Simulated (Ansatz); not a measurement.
MoS₂, space group P-3m1, a calculation of the elastic constants

With the Ansatz DFT code, driven from Python.

Notebook, run cell by cell (the value of a cell's last expression is shown):

**Cell 1**
```python
import ansatz as az
import numpy as np
from pymatgen.core import Lattice, Structure
from pymatgen.io.ase import AseAtomsAdaptor
```

**Cell 2**
```python
XC = "lda"
CUTOFF_EV = 450
OCCUPATIONS = "fermi_dirac"
WIDTH_EV = 0.05
MESH = (15, 15, 7)
```

**Cell 3**
```python
pmg_structure = Structure(
    Lattice([[3.227465, 0.0, 0.0], [-1.613732, 2.795066, 0.0], [0.0, 0.0, 6.312473]]),
    ["Mo", "S", "S"],
    [
        [0.0, 0.0, 0.5],
        [1 / 3, 2 / 3, 0.255319],
        [2 / 3, 1 / 3, 0.744681],
    ],
)
crystal = az.Crystal.from_ase(AseAtomsAdaptor.get_atoms(pmg_structure))
```

**Cell 4**
```python
crystal.resolved().sites[-1]
```
Output:
```text
Site(symbol='S', position=(0.6666666666666666, 0.3333333333333333, 0.744681), moment=None, axis=None, held=None, saved=None)
```

**Cell 5**
```python
job = crystal.calculation()
job = job.functional(XC)
job = job.pseudopotentials("paw")
job = job.basis(CUTOFF_EV)
job = job.occupations(OCCUPATIONS, width=WIDTH_EV)
job = job.kpoints(*MESH)
res = job.elastic("clamped-ion").run(threads=1)
elastic = res.elastic
```

**Cell 6**
```python
C = np.asarray(elastic.c_gpa)
for i in range(6):
    for j in range(i, 6):
        if abs(C[i, j]) > 0.05:
            print(f"C{i + 1}{j + 1} = {C[i, j]:.1f} GPa")
print("smallest eigenvalue of C:", round(elastic.stability.min_eigenvalue_gpa, 1), "GPa; tensor positive definite:", elastic.stability.min_eigenvalue_gpa > 0)
# averaged moduli need a positive definite tensor
if elastic.stability.min_eigenvalue_gpa > 0:
    m = elastic.moduli
    anisotropy = 5 * m.g_voigt_gpa / m.g_reuss_gpa + m.k_voigt_gpa / m.k_reuss_gpa - 6
    print(f"Voigt K {m.k_voigt_gpa:.1f} G {m.g_voigt_gpa:.1f}; Reuss K {m.k_reuss_gpa:.1f} G {m.g_reuss_gpa:.1f}; universal anisotropy index {anisotropy:.3f}")
```
Output:
```text
C11 = 211.1 GPa
C12 = 30.5 GPa
C13 = 106.0 GPa
C14 = 41.8 GPa
C22 = 211.1 GPa
C23 = 106.0 GPa
C24 = -41.8 GPa
C33 = 187.7 GPa
C44 = 107.9 GPa
C55 = 107.9 GPa
C56 = 41.8 GPa
C66 = 90.3 GPa
smallest eigenvalue of C: 56.4 GPa; tensor positive definite: True
Voigt K 122.3 G 85.5; Reuss K 118.9 G 60.6; universal anisotropy index 2.089
```

Caveats:
- Spin is left out of this run.
- The cell isn't relaxed first, so the values belong to this volume.
- A positive definite tensor excludes instabilities under uniform strain alone; phonons elsewhere in the zone can still be imaginary.
- The cell stands under an uneven stress, so these stress-strain coefficients aren't symmetric, and eigenvalues smaller than that stress decide nothing.
- These are clamped-ion constants: where atoms have free coordinates under strain, the relaxed-ion ones can be far smaller or negative, so this tensor doesn't settle whether the crystal is stable.
- At these settings the cell as given stands under about -6 GPa, so it isn't at this functional's equilibrium volume.
- The structure comes from a database of computed cells and needn't be a stable or known phase.
- Shear constants of a metal converge slowly with the k-point mesh and can be wrong in sign on a coarse one; the constants belong to the cell that was strained.
- Timing: 5.8 min on 1 thread of Arm Neoverse V2 (shared host), peak memory 1.1 GiB.

(A comment or docstring line of the script was reworded after the run, the code is as it ran.)
